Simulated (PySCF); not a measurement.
# H4O4W (W(O)2(H2O)22+): the cost of one run

The runs use PySCF 2.14.0; r2SCAN, W def2-SVP with ECP60, O def2-SVP, H def2-SVP; scalar-relativistic core potentials, no spin–orbit coupling.

4 further runs of the same task are left out: 2 for a known fault of the program, 1 that didn't finish, 1 set aside as unsound or not needed.

## 1. Starting geometry

9 atoms, charge 2, spin multiplicity 1.

Bond lengths: W1–O2 1.673 Å, W1–O3 1.673 Å, W1–O4 2.071 Å, W1–O7 2.071 Å, O4–H5 0.988 Å, O4–H6 0.989 Å, O7–H8 0.988 Å, O7–H9 0.989 Å. Angles: O2–W1–O3 104.1°, O2–W1–O4 102.4°, O2–W1–O7 102.5°, O3–W1–O4 102.5°, O3–W1–O7 102.4°, O4–W1–O7 139.0°, W1–O4–H5 125.7°, W1–O4–H6 125.6°, H5–O4–H6 107.1°, W1–O7–H8 125.7°, W1–O7–H9 125.6°, H8–O7–H9 107.1°.

Coordinates:

```
W     0.0000    0.0000   -0.3829
O     0.9143    0.9514    0.6455
O    -0.9143   -0.9514    0.6455
O     1.4004   -1.3431   -1.1078
H     1.2663   -2.3165   -1.2121
H     2.3705   -1.1726   -1.1930
O    -1.4004    1.3431   -1.1078
H    -1.2663    2.3165   -1.2121
H    -2.3705    1.1726   -1.1930
```

Formal oxidation states: W +6. An earlier session relaxed this geometry at r2SCAN, W def2-SVP with ECP60, O def2-SVP, H def2-SVP (singlet, point group C2v).

Its energy there is -369.443254 Eh.

## 2. Multiplicity 3 at the relaxed geometry

run.py (the lines that set the calculation) reads:

```python
mol = gto.M(atom='''
W      0.00000     0.00000    -0.38286
O      0.91429     0.95141     0.64552
O     -0.91429    -0.95141     0.64552
O      1.40036    -1.34313    -1.10782
H      1.26629    -2.31652    -1.21208
H      2.37050    -1.17256    -1.19302
O     -1.40036     1.34313    -1.10782
H     -1.26629     2.31652    -1.21208
H     -2.37050     1.17256    -1.19302''',
    basis={'W': 'def2-SVP', 'O': 'def2-SVP', 'H': 'def2-SVP'},
    ecp={'W': 'def2-SVP'},
    charge=2, spin=2)
mf = dft.UKS(mol, xc='R2SCAN')
mf.grids.atom_grid = (50, 194)
mf = mf.density_fit()  # fitting sets: W def2-universal-JKFIT, O def2-universal-JKFIT, H def2-universal-JKFIT
mf.conv_tol = 1e-08; mf.max_cycle = 55
mf.kernel(dm0)  # dm0: free metal ions and neutral atoms
```

Command:

```bash
OMP_NUM_THREADS=2 python run.py
```

**Question.** How long does this run take on 2 threads of Arm Neoverse V1, shared host?

About 9.5 s.
